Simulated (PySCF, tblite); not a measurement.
# C₂H₁₆Si₅: geometry, infrared bands and NMR shifts

Aim: predict the infrared bands and NMR shifts of C₂H₁₆Si₅ (`C[SiH2][Si]([SiH3])([SiH3])C[SiH3]`).

Programs: tblite 0.8.0 and PySCF 2.14.0, with density-fitted response routines of our own. Each step states its level of theory. These are calculated values for one molecule in the gas phase, unless marked as measured. Atoms count from 0, in the outputs and in this text.

### 1 Starting geometry

23 atoms, charge 0, multiplicity 1; geometry from: force field or distance geometry start.

Bonds of the start (Å): C0–Si1 1.85, Si1–Si2 2.24, Si2–Si3 2.21, Si2–Si4 2.25, Si2–C5 1.84, C5–Si6 1.85, C0–H7 1.13, C0–H8 1.11, C0–H9 1.11, Si1–H10 1.46, Si1–H11 1.46, Si3–H12 1.49, Si3–H13 1.48, Si3–H14 1.46, Si4–H15 1.47, Si4–H16 1.47, Si4–H17 1.46, C5–H18 1.11, C5–H19 1.12, Si6–H20 1.47, Si6–H21 1.48, Si6–H22 1.47.

### 2 Relaxing the molecule with GFN2-xTB

Job settings and geometry (Å):

```
{"job": {"kind": "relax", "xc": "GFN2-xTB", "basis": "xTB"}, "charge": 0, "multiplicity": 1}
C     -2.759600    -1.383400    -0.467600
Si    -1.495000    -0.432500    -1.434700
Si     0.116100     0.409400    -0.123500
Si    -0.186900    -0.256700     1.963900
Si    -0.145600     2.642500    -0.085900
C      1.805400     0.094700    -0.783100
Si     2.830900    -1.008800     0.295300
H     -3.335100    -0.693100     0.215300
H     -3.486600    -1.796800    -1.203800
H     -2.289300    -2.203200     0.123800
H     -0.943100    -1.245100    -2.516800
H     -2.181500     0.706200    -2.040200
H     -1.125300     0.719400     2.581900
H      1.055300    -0.186600     2.769600
H     -0.854300    -1.552700     2.079900
H      0.537700     3.208400    -1.263600
H      0.488300     3.147900     1.143400
H     -1.580100     2.917400    -0.148500
H      1.727800    -0.339800    -1.799800
H      2.337600     1.074700    -0.924800
H      2.058400    -1.666200     1.353600
H      3.906500    -0.169700     0.866300
H      3.513600    -1.959000    -0.590700
```

Command:

```bash
> OMP_NUM_THREADS=1 python probes_run.py task.json out
```

The driver reads the jobs from task.json and runs them one after another.

**Question.** This job is followed by: GFN2-xTB harmonic vibrations, gas phase; GIAO PBE0/pcSseg-1 NMR shielding, non-relativistic, gas phase. What will the session give for the following? strongest single infrared mode (GFN2-xTB); zero-point energy (GFN2-xTB); 13C shifts against TMS (PBE0/pcSseg-1); 1H shifts against TMS (PBE0/pcSseg-1, means over atoms taken as alike); 29Si shifts against TMS (PBE0/pcSseg-1, means over atoms taken as alike).

The runs gave:

```
                                                                quantity                              value
                               strongest single infrared mode (GFN2-xTB)               755 cm⁻¹, 815 km/mol
                                            zero-point energy (GFN2-xTB)                      95.2 kcal/mol
                                  13C shifts against TMS (PBE0/pcSseg-1)                    -7.9, -12.9 ppm
  1H shifts against TMS (PBE0/pcSseg-1, means over atoms taken as alike)  4.19, 4.00, 3.58, 0.14, -0.17 ppm
29Si shifts against TMS (PBE0/pcSseg-1, means over atoms taken as alike)    -73.0, -74.7, -91.9, -110.2 ppm
```

What this shows: Relaxing lowered the energy by 0.973 eV in 216 steps; the close pair that moved most is Si2–Si3, from 2.212 to 2.342 Å. The lowest mode is slightly imaginary (15i cm⁻¹), a soft motion within the noise of the Hessian, so the minimum is not strictly shown. The strongest single mode, at 755 cm⁻¹, has its largest shares on H13, H17, H16 and H12 (the list is cut at 4 atoms). GFN2-xTB is a fitted tight-binding method: band positions and strengths are rough. Its intensities can rank the bands wrongly. At PBE0/pcSseg-1: Shielding is most anisotropic at Si2 (span 81 ppm, paramagnetic term -443 ppm).
